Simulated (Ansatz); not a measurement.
# BBrF2 (SMILES FB(F)Br): CAM-B3LYP/aug-cc-pVDZ

What is the electronic atomisation energy of BBrF2 at CAM-B3LYP/aug-cc-pVDZ? 

The calculation is run with Ansatz 0.2.0.

45 further runs of the same task are left out: 3 that didn't finish, 42 set aside as unsound or not needed.

## (1) The structure to begin with

The species is BBrF2 (4 atoms), meant as a singlet with charge 0. SMILES: `FB(F)Br`. The shape is that of a PBE0-D4/def2-TZVP optimisation.

Bond lengths: F1–B2 1.309 Å, B2–F3 1.309 Å, B2–Br4 1.903 Å. Angles: F1–B2–F3 119.2°, F1–B2–Br4 120.4°, F3–B2–Br4 120.4°.

## (2) A single-point energy at CAM-B3LYP/aug-cc-pVDZ

job.yaml

```yaml
crystal:
  periodic: [false, false, false]
  atoms:
    - {symbol: F, position_ang: [-0.215650, -1.366490, -0.109870]}
    - {symbol: B, position_ang: [-0.127940, -0.063330, -0.022770]}
    - {symbol: F, position_ang: [-1.212420, 0.659630, -0.144250]}
    - {symbol: Br, position_ang: [1.556010, 0.770190, 0.276890]}
basis:
  gaussian: {orbitals: aug-cc-pVDZ}
hamiltonian: {xc: {name: CAM-B3LYP}}
accuracy: high
output: {orbitals: {seedname: orbitals}}
```

Command:

```sh
$ ansatz run job.yaml --threads 1 --pin off --max-ram 3480MiB --events-out events.jsonl --progress --plain --runs-dir runs
```

Log:

```text
Warning: RAYON_NUM_THREADS=1 ignored (pool sized by the plan → 1); use --threads N
Functional definition: CAM-B3LYP
  name "CAM-B3LYP"
  parameter alpha = 0.19
  parameter beta = 0.46
  parameter omega = 0.33/bohr
  parameter ac = 0.81
  exchange = (1 - alpha - beta)*b88_x + beta*b88_x_sr(omega) + alpha*exact_x + beta*exact_x_lr(omega)
  correlation = (1 - ac)*vwn5_c + ac*lyp_c
2019 factors; integrals over basis functions are off by at most 4.3e-9 eV
462 factors; integrals over basis functions are off by at most 1.9e-9 eV
mean field evaluation 1: about -76159.8482 eV, gradient 3.8e1 eV
mean field evaluation 2: about -76158.7351 eV, gradient 5.0e1 eV
mean field evaluation 4: about -76162.1119 eV, gradient 1.1e0 eV
mean field evaluation 8: about -76162.1939 eV, gradient 5.3e-2 eV
mean field evaluation 16: about -76162.1939 eV, gradient 3.3e-5 eV
mean field -76162.19392720 eV, -2798.9090022355 hartree, gradient 1.8e-8 eV, S^2 0.000000; 0 other end points of the search recorded, 0 dependent functions left out
reference -76162.19394558 eV, -2798.9090029108 hartree; 29, 29 occupied and 76, 76 virtual orbitals, 2019 factors
Total energy: -76162.19394558 eV, -2798.9090029108 hartree
```

Run time: 11 s. Hardware: 1 thread of Arm Neoverse V1, shared host; peak memory 0.43 GiB.

## (3) The B atom, same level

molecule.yaml

```yaml
crystal:
  periodic: [false, false, false]
  atoms:
    - symbol: B
      position_ang: [0.000000, 0.000000, 0.000000]
basis:
  gaussian: {orbitals: aug-cc-pVDZ}
magnetization: {spin_polarized: true, initial_magnetization: 1}
hamiltonian: {xc: {name: CAM-B3LYP}}
accuracy: high
```

Command:

```sh
$ ansatz run molecule.yaml --threads 1 --pin off --max-ram 3480MiB --events-out events.jsonl --progress --plain --runs-dir runs
```

Log, shortened:

```text
Warning: RAYON_NUM_THREADS=1 ignored (pool sized by the plan → 1); use --threads N
[... 8 set-up lines as earlier in the session ...]
189 factors; integrals over basis functions are off by at most 2.3e-9 eV
114 factors; integrals over basis functions are off by at most 1.1e-9 eV
mean field evaluation 1: about -670.3451 eV, gradient 2.6e0 eV
mean field evaluation 2: about -670.4315 eV, gradient 6.5e-1 eV
mean field evaluation 4: about -670.4322 eV, gradient 6.5e-1 eV
mean field evaluation 8: about -670.4411 eV, gradient 1.8e-3 eV
mean field evaluation 16: about -670.4411 eV, gradient 1.3e-7 eV
mean field -670.44105913 eV, -24.6382544816 hartree, gradient 7.8e-9 eV, S^2 0.753581; 0 other end points of the search recorded, 0 dependent functions left out
reference -670.44107268 eV, -24.6382549798 hartree; 3, 2 occupied and 20, 21 virtual orbitals, 189 factors
Total energy: -670.44107268 eV, -24.6382549798 hartree
```

Run time: 0.7 s. Hardware: 1 thread of Arm Neoverse V1, shared host.

## (4) The Br atom at the same level

run.yaml

```yaml
crystal:
  periodic: [false, false, false]
  atoms:
    - symbol: Br
      position_ang: [0.000000, 0.000000, 0.000000]
basis:
  gaussian:
    orbitals: aug-cc-pVDZ
magnetization:
  spin_polarized: true
  initial_magnetization: 1
hamiltonian:
  xc: {name: CAM-B3LYP}
accuracy: high
```

Run the same way, it converges to -2574.21378 Eh (log not shown).

## (5) The F atom at the same level

input.yaml

```yaml
crystal:
  periodic: [false, false, false]
  atoms:
    - {symbol: F, position_ang: [0.000000, 0.000000, 0.000000]}
basis:
  gaussian:
    orbitals: aug-cc-pVDZ
magnetization:
  spin_polarized: true
  initial_magnetization: 1
hamiltonian:
  xc: {name: CAM-B3LYP}
accuracy: high
```

Run the same way, it converges to -99.71610 Eh (log not shown).

## (6) Outcome

Level: CAM-B3LYP/aug-cc-pVDZ.

```
                     quantity           value
       molecule: total energy  -2798.90900 Eh
        molecule: HOMO energy       -10.47 eV
        molecule: LUMO energy         0.27 eV
      molecule: HOMO–LUMO gap        10.73 eV
         B atom: total energy    -24.63825 Eh
                 B atom: ⟨S²⟩           0.754
        Br atom: total energy  -2574.21378 Eh
                Br atom: ⟨S²⟩           0.752
         F atom: total energy    -99.71610 Eh
                 F atom: ⟨S²⟩           0.752
electronic atomisation energy       17.001 eV
```

**Reading.** Taking the molecule apart into free atoms costs 17.00 eV (1640 kJ/mol), before zero-point energy and without spin-orbit coupling.
